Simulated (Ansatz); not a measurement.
# C₂H₆AlFOSi: up Jacob's ladder to CCSD(T)

One table from this session's results is given with a row withheld; the runs are named, their logs left out.

Method: functionals in def2-TZVPP, the program's frozen cores in correlated methods; program: Ansatz 0.2.0, Gaussian basis.

Plan: PBE-D4, r2SCAN-D4, PBE0-D4, B3LYP-D4, ωB97X-V, ωB97M-V, B2PLYP; CCSD(T)/def2-TZVPP; MP2/def2-QZVPP; extrapolation to the limit.

## The relaxed structure

The geometry comes from an earlier relaxation with PBE0-D4 in a triple-zeta def2 set; it is a stationary point, not always the lowest conformer.

SMILES `C=C([SiH3])[O][AlH][F]`, 12 atoms, charge 0, spin multiplicity 1.

Atoms are counted from 1 here; the program's logs count them from 0.

Bond lengths: C1–C2 1.332 Å, C1–H7 1.085 Å, C1–H8 1.082 Å, C2–Si3 1.878 Å, C2–O4 1.357 Å, Si3–H9 1.489 Å, Si3–H10 1.489 Å, Si3–H11 1.483 Å, O4–Al5 1.680 Å, Al5–F6 1.641 Å, Al5–H12 1.564 Å. Angles: C2–C1–H7 121.4°, C2–C1–H8 120.2°, H7–C1–H8 118.4°, C1–C2–Si3 121.9°, C1–C2–O4 120.3°, Si3–C2–O4 117.8°, C2–Si3–H9 109.5°, C2–Si3–H10 109.6°, C2–Si3–H11 109.8°, H9–Si3–H10 107.4°, H9–Si3–H11 110.2°, H10–Si3–H11 110.2°, C2–O4–Al5 144.5°, O4–Al5–F6 116.1°, O4–Al5–H12 123.8°, F6–Al5–H12 120.1°.

The first run:

Input file in.yaml:

```yaml
crystal:
  periodic: [false, false, false]
  atoms:
    - {symbol: C, position_ang: [-1.163797, -1.501776, -0.721650]}
    - {symbol: C, position_ang: [-0.400523, -0.518885, -0.246817]}
    - {symbol: Si, position_ang: [1.167019, -0.861864, 0.728748]}
    - {symbol: O, position_ang: [-0.742587, 0.776641, -0.458843]}
    - {symbol: Al, position_ang: [-0.291054, 2.372099, -0.190804]}
    - {symbol: F, position_ang: [-1.299672, 3.518548, -0.790717]}
    - {symbol: H, position_ang: [-2.068138, -1.293539, -1.284335]}
    - {symbol: H, position_ang: [-0.890046, -2.534513, -0.551350]}
    - {symbol: H, position_ang: [1.064115, -0.232305, 2.074015]}
    - {symbol: H, position_ang: [2.331939, -0.245950, 0.035949]}
    - {symbol: H, position_ang: [1.365491, -2.325913, 0.861688]}
    - {symbol: H, position_ang: [1.004253, 2.792158, 0.578016]}
basis:
  gaussian: {orbitals: def2-TZVPP}
hamiltonian: {xc: pbe, dispersion: d4}
output: {forces: true, orbitals: {seedname: orbitals}}
```

Command:

```bash
$ ansatz run in.yaml --threads 4 --pin off --events-out ev --progress --plain --max-ram 10444MiB
```

Among the steps run: PBE-D4 (GGA); r2SCAN-D4 (meta-GGA); PBE0-D4 (hybrid); B3LYP-D4 (hybrid); ωB97X-V (range-separated); ωB97M-V (range-separated); B2PLYP (double hybrid); CCSD(T) in def2-TZVPP; MP2 in def2-QZVPP.

One table of the session follows, with a row left open; its other results are not shown here.

| method | atomisation energy (kJ/mol) |
| --- | --- |
| PBE-D4 | 4572.4 |
| r2SCAN-D4 | 4532.2 |
| PBE0-D4 | 4488.5 |
| B3LYP-D4 | 4510.5 |
| ωB97X-V | 4529.6 |
| ωB97M-V | 4526.0 |
| B2PLYP | 4471.0 |
| HF/def2-TZVPP | 3340.2 |
| MP2/def2-TZVPP | 4499.3 |
| CCSD/def2-TZVPP | 4338.8 |
| CCSD(T)/def2-TZVPP | 4406.0 |
| MP2/CBS | 4621.9 |
| CCSD(T)/CBS | ? |

Estimate the missing values for CCSD(T)/CBS.

The run gave: atomisation energy (kJ/mol): 4528.6. In the column «atomisation energy (kJ/mol)» it lies between ωB97M-V (4526.0) and ωB97X-V (4529.6).
